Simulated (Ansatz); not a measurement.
# LiH (rocksalt type): the dielectric function from several functionals

How does LiH (rocksalt type) absorb light if electrons and holes don't interact? Plan: HSE06 for the gap; optics with PBE on 8×8×8; optics with r2SCAN on 8×8×8; optics with PBE and scissors to the HSE06 gap on 8×8×8.

Computed with Ansatz 0.2.0 (plane waves, PAW; no local fields, no excitons, unless a step's input says otherwise).

## 1. Starting point

Symmetry: Fm-3m, No. 225, cubic system. Conventional cell: a = 4.006 Å, b = 4.006 Å, c = 4.006 Å, α = 90.00°, β = 90.00°, γ = 90.00°. Around Li (site symmetry m-3m) lie 6 H at 2.00 Å. Around H (site symmetry m-3m) lie 6 Li at 2.00 Å.

Structure file:

```xyz
2
Lattice="0.0000 2.0030 2.0030 2.0030 0.0000 2.0030 2.0030 2.0030 0.0000" Properties=species:S:1:pos:R:3 pbc="T T T"
Li    0.0000    0.0000    0.0000
H     2.0030    2.0030    2.0030
```

Cell and atoms come from an earlier r2SCAN relaxation.

## 2. A hybrid for the gap

input.yaml reads:

```yaml
crystal:
  lattice:
    - [0.0, 2.0029948411, 2.0029948411]
    - [2.0029948411, 0.0, 2.0029948411]
    - [2.0029948411, 2.0029948411, 0.0]
  atoms:
    - { symbol: Li, position: [0.0, 0.0, 0.0] }
    - { symbol: H, position: [0.5, 0.5, 0.5] }
kpoints:
  mp_grid: { grid: [6, 6, 6] }
  band_path:
    path:
      - [0.0, 0.0, 0.0]
      - [0.5, 0.0, 0.5]
      - [0.625, 0.25, 0.625]
      - [0.375, 0.375, 0.75]
      - [0.5, 0.5, 0.5]
      - [0.5, 0.25, 0.75]
      - [0.0, 0.5, 0.5]
    npoints: 1
hamiltonian:
  xc: hse06
scf:
  occupations: { method: fixed }
  n_extra_bands: 4
output:
  forces: true
  stress: true
  eigenvalues: true
```

Launch:

```sh
$ ansatz run input.yaml --threads 4 --pin off --max-ram 3686MiB --backend cpu --events-out ev --progress --plain --runs-dir out
```

After this run come: Optics, PBE; Optics, r2SCAN; Optics, PBE with a scissors shift.

**Question.** What will the summary of the whole plan be? Wanted: ε∞, PBE; ε∞, r2SCAN; tallest peak of ε₂, PBE; tallest peak of ε₂, r2SCAN; HSE06 direct gap.

The runs gave:

| quantity | value |
| --- | --- |
| ε∞, PBE | 4.43 |
| ε∞, r2SCAN | 3.81 |
| ε∞, PBE + 0.99 eV scissors | 3.92 |
| tallest peak of ε₂, PBE | 6.6 at 7.40 eV |
| tallest peak of ε₂, r2SCAN | 6.3 at 8.05 eV |
| tallest peak of ε₂, PBE + 0.99 eV scissors | 6.6 at 8.40 eV |
| HSE06 direct gap | 3.97 eV |

From PBE to PBE + 0.99 eV scissors the direct gap grows from 2.98 to 3.97 eV, and ε∞ goes from 4.43 to 3.92. Local fields and excitons are left out: both change ε∞, and without excitons the onset lacks its lines.
